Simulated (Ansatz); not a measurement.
# CHF: atomisation energy, by script

How much energy holds CHF together? Wanted for CHF: an atomisation energy. SMILES: [CH]F.

Program: Ansatz 0.2.0, driven from Python. Level of theory: CCSD(T)/def2-TZVPP. These are calculated values, not measurements.

**1. The structure**

Bond lengths: C1–F2 1.316 Å, C1–H3 1.069 Å. Angles: F2–C1–H3 121.3°.

Input file chf.xyz:

```xyz
3

C    -0.12813   -0.35919   -0.10637
F     0.96961   -0.01128    0.53017
H    -0.84147    0.37047   -0.42380
```

**2. The script**

chf.py reads:

```python
# -*- coding: utf-8 -*-
"""Energy to split CHF into its atoms."""

from collections import Counter

import ansatz as az


def total_energy(molecule, charge=0, unpaired=0):
    calc = (
        molecule.calculation()
        .basis(gaussian="def2-TZVPP")
        .correlation("ccsd_t")
    )
    if charge:
        calc = calc.charge(charge)
    if unpaired:
        calc = calc.spin("collinear", total=unpaired)
    report = calc.run(threads=1, pin="off").report
    if report["published_state_doubts"]:
        print("  doubts:", report["published_state_doubts"])
    return report["free_energy_ev"]


def main():
    system = az.Crystal.molecule_from_extxyz("chf.xyz")

    # Hund ground states
    unpaired = {"C": 2, "F": 1, "H": 1}
    counts = Counter(site.symbol for site in system.cartesian_sites)
    atom_energy = {s: total_energy(az.Crystal.molecule().atom(s, (0, 0, 0)), 0, unpaired[s]) for s in counts}
    whole = total_energy(system, 0, 0)
    for s, e in atom_energy.items():
        print(f"{s:2s} x{counts[s]}  {e:14.5f} eV")
    print(f"CHF: {whole:.5f} eV")
    split = sum(counts[s] * e for s, e in atom_energy.items()) - whole
    print(f"atomisation energy (no zero-point term): {split:.3f} eV, {split / sum(counts.values()):.3f} eV an atom")


if __name__ == "__main__":
    main()
```

**3. The input behind the calls**

The engine receives this input (first run):

```yaml
crystal:
  periodic: [false, false, false]
  atoms:
    - { symbol: C, position_ang: [0.0, 0.0, 0.0] }
basis:
  gaussian:
    orbitals: def2-TZVPP
magnetization:
  spin_polarized: true
  initial_magnetization: 2.0
correlation:
  method: ccsd_t
```

**4. Launch**

Launch:

```console
python chf.py
```

Output:

```text
C  x1     -1028.07419 eV
F  x1     -2710.93587 eV
H  x1       -13.60052 eV
CHF: -3761.10324 eV
atomisation energy (no zero-point term): 8.493 eV, 2.831 eV an atom
```

It took 1.9 s on 1 thread of Arm Neoverse V2, shared host; peak memory 0.22 GiB.

**5. What changed from run to run**

The engine's inputs for the other runs:

Run 2, against run 1:

```diff
@@ -4 +4 @@
-    - { symbol: C, position_ang: [0.0, 0.0, 0.0] }
+    - { symbol: F, position_ang: [0.0, 0.0, 0.0] }
@@ -10 +10 @@
-  initial_magnetization: 2.0
+  initial_magnetization: 1.0
```

Run 3, against run 1:

```diff
@@ -4 +4 @@
-    - { symbol: C, position_ang: [0.0, 0.0, 0.0] }
+    - { symbol: H, position_ang: [0.0, 0.0, 0.0] }
@@ -10 +10 @@
-  initial_magnetization: 2.0
+  initial_magnetization: 1.0
```

Run 4, against run 1:

```diff
@@ -4 +4,3 @@
-    - { symbol: C, position_ang: [0.0, 0.0, 0.0] }
+    - { symbol: C, position_ang: [-0.12813, -0.35919, -0.10637] }
+    - { symbol: F, position_ang: [0.96961, -0.01128, 0.53017] }
+    - { symbol: H, position_ang: [-0.84147, 0.37047, -0.4238] }
@@ -8,3 +9,0 @@
-magnetization:
-  spin_polarized: true
-  initial_magnetization: 2.0
```

Lines on the test bed's own set-up are left out of the output.

A comment line of the script is reworded here; the code is as run.

**6. Run by run**

The 4 runs, in the order started:

```csv
run,system,unpaired or total moment,energy (eV),<S²>,iterations in all,CPU time (s)
1,C,2,-1028.0742,2.01,68,0.2
2,F,1,-2710.9359,0.75,76,0.29
3,H,1,-13.6005,0.75,14,0.06
4,CHF,not set,-3761.1032,0.00,24,0.96
```

Totals carry meaning only in balanced differences at one level of theory.

**7. Outcome**

```
                         quantity     value
atomisation energy, no zero point  8.493 eV
                    runs compared         4
```

Zero-point motion and spin-orbit terms of the atoms are left out, and both would lower it. 8.493 eV from the electronic energies, without the zero-point term. The geometry is a force-field or estimated start, not a minimum of this method, and the basis set is short of its limit. All parts are taken at fixed geometry, without zero-point energy.
